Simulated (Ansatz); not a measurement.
# H6SSiSn, SMILES [SiH3][S][SnH3]: a ladder of methods at one geometry

Program: the Python package of Ansatz (0.2.0).

Typed at the interpreter:
```pycon
>>> import warnings
>>> import ansatz as az
>>> warnings.simplefilter('ignore', az.DeckWarning)
>>> system = (
...     az.Crystal.molecule()
...     .atom('Si', (-0.7485, 1.0463, -0.9545))
...     .atom('S', (1.2741, 0.5421, -0.8971))
...     .atom('Sn', (0.8565, -1.0477, 0.8623))
...     .atom('H', (-1.5331, -0.0815, -1.2957))
...     .atom('H', (-0.9948, 2.1114, -2.0167))
...     .atom('H', (-1.2102, 1.6415, 0.3387))
...     .atom('H', (2.4272, -1.814, 1.3195))
...     .atom('H', (-0.2102, -2.2432, 0.3187))
...     .atom('H', (0.2274, -0.2012, 2.3078))
... )
>>> base = system.calculation().basis(gaussian='def2-SVP')
>>> methods = ['mp2', 'ccsd', 'ccsd_t']
>>> reports = [base.correlation(m).run(threads=1, pin='off').report for m in methods]
>>> print(f'Hartree-Fock reference {reports[0]["reference_energy_ev"] / 27.211386246:.6f} Ha')
Hartree-Fock reference -903.092173 Ha
>>> best = reports[-1]['free_energy_ev'] - reports[-1]['reference_energy_ev']
>>> for method, each in zip(methods, reports):
...     gained = each['free_energy_ev'] - each['reference_energy_ev']
...     print(f'{method:8s} total {each["free_energy_ev"] / 27.211386246:.6f} Ha  correlation {gained:9.4f} eV  ({100 * gained / best:.1f} % of the last)')
...
mp2      total -903.445274 Ha  correlation   -9.6084 eV  (83.8 % of the last)
ccsd     total -903.501884 Ha  correlation  -11.1488 eV  (97.2 % of the last)
ccsd_t   total -903.513492 Ha  correlation  -11.4647 eV  (100.0 % of the last)
```

Total energies depend on the basis set; only differences at equal settings carry meaning. The geometry is a force-field or estimated start, not a minimum of this method, and the basis set is short of its limit. A lower total doesn't mark the better method: functionals have no common bound, and MP2 and coupled cluster aren't variational. def2 sets replace the cores of elements past krypton by effective core potentials. Inner cores stay frozen; a filled d shell under the valence of the heavier atoms is correlated with it. Finished in 27 s on 1 thread of Arm Neoverse N1, on a shared host, peak memory 0.38 GiB.
